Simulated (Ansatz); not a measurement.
# TiO2: the cost of one run

Method: DFT r2SCAN, scalar-relativistic, plane waves, PAW, in Ansatz 0.2.0.

## 1. Starting point

Symmetry: P4_2/mnm, No. 136, tetragonal system. The conventional cell has a = 4.600 Å, b = 4.600 Å, c = 2.959 Å, α = 90.00°, β = 90.00°, γ = 90.00°. Ti (site symmetry mmm) is surrounded by 6 O at 1.95 to 1.98 Å. O (site symmetry m2m) is surrounded by 3 Ti at 1.95 to 1.98 Å.

Structure file:

```
Ti O
1.0
     4.59984    0.00000    0.00000
     0.00000    4.59984    0.00000
     0.00000    0.00000    2.95921
Ti O
2 4
Direct
  0.50000 0.50000 0.00000
  0.00000 0.00000 0.50000
  0.69568 0.69568 0.50000
  0.80432 0.19568 0.00000
  0.19568 0.80432 0.00000
  0.30432 0.30432 0.50000
```

Source of the structure: the Materials Project (structure only).

(A quick probe on a coarse mesh, which set the mesh and smearing, is not shown.)

## 3. The relaxation

The input, input.yaml:

```yaml
crystal:
  lattice:
    - [4.59983732, 0.0, 0.0]
    - [0.0, 4.59983732, 0.0]
    - [0.0, 0.0, 2.95921356]
  atoms:
    - { symbol: Ti, position: [0.5, 0.5, 0.0] }
    - { symbol: Ti, position: [0.0, 0.0, 0.5] }
    - { symbol: O, position: [0.69567868, 0.69567868, 0.5] }
    - { symbol: O, position: [0.80432132, 0.19567868, 0.0] }
    - { symbol: O, position: [0.19567868, 0.80432132, 0.0] }
    - { symbol: O, position: [0.30432132, 0.30432132, 0.5] }
basis:
  ecutwfc: 500
kpoints:
  mp_grid: { grid: [6, 6, 10] }
hamiltonian:
  xc: r2scan
scf:
  occupations: { method: gaussian, width: 0.02 }
output:
  forces: true
  stress: true
  eigenvalues: true
relax:
  adjacent_minimum: "off"
  f_tol: 0.005
  max_steps: 80
  cell: { stress_tol: 0.05 }
```

Launch:

```console
$ ansatz run input.yaml --threads 8 --pin off --max-ram 20480MiB --backend cpu --events-out ev --progress --plain --runs-dir out
```

Q: Estimate wall time and peak memory on 8 threads of Intel Xeon Platinum 8259CL at 2.50GHz (Skylake/Cascade Lake), shared host.

About 12 s, with a peak of 0.68 GiB.
